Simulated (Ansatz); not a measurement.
Write a Python script for the Python package of Ansatz (0.2.0) that makes a relaxation followed by a look at the electronic structure of O, space group P4/mmm. Settings (first run): LDA, PAW, the default cutoff (420 eV here), 11×11×7 k-points, cold smearing of 0.1 eV.

```xyz
1
Lattice="1.7756 0.0000 0.0000 0.0000 1.7756 0.0000 0.0000 0.0000 3.0531" Properties=species:S:1:pos:R:3 pbc="T T T"
O     0.0000    0.0000    0.0000
```

`o.py`:
```python
# -*- coding: utf-8 -*-
import ansatz
import numpy as np


def count_gap(report):
    # lowest empty less highest filled band, counting bands; zero where they overlap
    return max(report.get("gap_by_band_count_ev") or 0.0, 0.0)


def setup_for(crystal, spacing):
    return (
        crystal.calculation()
        .occupations(ansatz.OccupationsMethod.COLD, width=0.1)
        .functional("LDA")
        .kpoints(spacing=spacing)
    )

lattice = ansatz.Lattice.of(
    [1.775591, 0.0, 0.0],
    [0.0, 1.775591, 0.0],
    [0.0, 0.0, 3.053051],
)
sites = [
    ("O", [0.0, 0.0, 0.0]),
]
system = ansatz.Crystal(lattice=lattice)
for symbol, position in sites:
    system = system.atom(symbol, position)

relaxed = setup_for(system, 0.34).relax(cell=True, force_tolerance=0.01, max_steps=40).checkpoint(write="relax.run", compress=False).run(threads=1, pin="off")
cell = np.asarray(relaxed.lattice.cell_ang)
print("relaxed edges (A):", np.linalg.norm(cell, axis=1).round(4), " volume:", round(abs(np.linalg.det(cell)), 3), "A^3")
for site in relaxed.lattice.sites:
    print(" ", site.symbol, np.round(site.position_frac, 4) + 0.0)

final = ansatz.Crystal.from_checkpoint("relax.run")
res = setup_for(final, 0.26).functional("lda").stress().band_table().density_of_states(energy_step=0.05).run(threads=1, pin="off")
report = res.report
dos = res.density_of_states()
print(f"pressure at the relaxed cell {np.trace(report['stress_gpa']) / 3:.3f} GPa, gap by band count {count_gap(report):.3f} eV")
if count_gap(report) == 0:
    print("states/eV at the Fermi level:", round(float(np.interp(dos.fermi_ev, dos.energies_ev, dos.spin_summed_g_bin_mean_per_ev)), 3))
```

Running `python o.py` prints:
```text
DeckWarning: basis.ecutwfc = 420 eV, auto-derived from the records' recommended cutoffs: set by O (normal level)
relaxed edges (A): [1.7618 1.7618 2.9279]  volume: 9.088 A^3
  O [0. 0. 0.]
DeckWarning: crystal.checkpoint: the structure is that of relax.run, a `relax` run, at its step 11: its result, under lda at a charge of 0 e; 1 atoms read, 0 with a starting moment [...]
pressure at the relaxed cell -4.052 GPa, gap by band count 0.000 eV
states/eV at the Fermi level: 0.454
```
(Warnings from the package without file and line, shortened.)

The mesh is modest for a metal, so energies can be off by several to tens of meV an atom and pressures by half a GPa or more; differences at equal mesh fare better. The zero of the levels is a convention of the potentials, so an absolute Fermi energy is no work function. A gap by band count of zero or less means overlapping bands, a metal. No spin polarisation was allowed. The structure is layered, and without a dispersion term the spacing of the layers is poorly determined. This isn't the structure that O takes at ambient conditions. Gaps and levels are Kohn-Sham values on a finite set of k-points. Where the second run takes another functional or mesh than the relaxation, its pressure isn't zero; pressure is positive in compression. The density of states is complete only as far up as bands were computed. Run time: 6.9 s on 1 thread of Arm Neoverse V1, with other jobs on the host, peak memory 0.34 GiB.
